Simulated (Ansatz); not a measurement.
**C2H3ClNSi radical: basis-set convergence**

The task here is to estimate one member of a computed series from the others.

Computed with Ansatz 0.2.0, Gaussian basis. Level: one geometry, several basis sets.

Levels to be run: PBE0-D4/def2-SVP; ωB97M-V/def2-SVP; PBE0-D4/def2-QZVPP; ωB97M-V/def2-QZVPP; the functionals' def2-TZVPP values are taken from earlier runs.

### Structure used throughout

All runs share one geometry, relaxed beforehand with PBE0-D4 in a triple-zeta def2 set.

8 atoms, charge 0, spin multiplicity 2.

Atoms are counted from 1 here; the program's logs count them from 0.

Bond lengths: C1–Si2 1.857 Å, C1–H6 1.093 Å, C1–H7 1.091 Å, C1–H8 1.092 Å, Si2–Cl3 2.045 Å, Si2–C4 1.842 Å, C4–N5 1.154 Å. Angles: Si2–C1–H6 109.8°, Si2–C1–H7 110.5°, Si2–C1–H8 109.7°, H6–C1–H7 109.0°, H6–C1–H8 108.9°, H7–C1–H8 109.0°, C1–Si2–Cl3 112.0°, C1–Si2–C4 109.8°, Cl3–Si2–C4 107.5°, Si2–C4–N5 174.6°.

Geometry (Å):

```xyz
8
C2H3ClNSi
C    -0.71088   -0.54476    0.78257
Si    0.59876    0.64816    0.22539
Cl    2.48316   -0.09279    0.51283
C     0.40572    0.98934   -1.57444
N     0.24166    1.29835   -2.67435
H    -0.60057   -1.49150    0.24679
H    -0.62604   -0.73178    1.85402
H    -1.69971   -0.13201    0.57140
```

Set-up of the first run:

in.yaml

```yaml
crystal:
  periodic: [false, false, false]
  atoms:
    - {symbol: C, position_ang: [-0.710879, -0.544763, 0.782566]}
    - {symbol: Si, position_ang: [0.598764, 0.648165, 0.225387]}
    - {symbol: Cl, position_ang: [2.483162, -0.092793, 0.512828]}
    - {symbol: C, position_ang: [0.405716, 0.989336, -1.574442]}
    - {symbol: N, position_ang: [0.241656, 1.298352, -2.674345]}
    - {symbol: H, position_ang: [-0.600566, -1.491503, 0.246789]}
    - {symbol: H, position_ang: [-0.626044, -0.731784, 1.854021]}
    - {symbol: H, position_ang: [-1.699710, -0.132011, 0.571397]}
basis:
  gaussian: {orbitals: def2-SVP}
magnetization: {spin_polarized: true, initial_magnetization: 1}
hamiltonian: {xc: pbe0, dispersion: d4}
output: {orbitals: {seedname: orbitals}}
```

Among the steps run: PBE0-D4 in def2-SVP; ωB97M-V in def2-SVP; PBE0-D4 in def2-QZVPP; ωB97M-V in def2-QZVPP.

One of the session's tables, all rows but one given; the rest of the session is left out.

It belongs to the step «Density functionals: the series». 

| functional | basis | HOMO (eV) | LUMO (eV) |
| --- | --- | --- | --- |
| PBE0-D4 | def2-SVP | ? | ? |
| PBE0-D4 | def2-TZVPP | -6.86 | -3.23 |
| PBE0-D4 | def2-QZVPP | -6.89 | -3.26 |
| ωB97M-V | def2-SVP | -8.47 | -1.49 |
| ωB97M-V | def2-TZVPP | -8.60 | -1.59 |
| ωB97M-V | def2-QZVPP | -8.63 | -1.65 |

Q: Estimate the row for PBE0-D4, def2-SVP from the others.

As computed: HOMO (eV): -6.77; LUMO (eV): -3.17. In the column «HOMO (eV)» it is the highest.
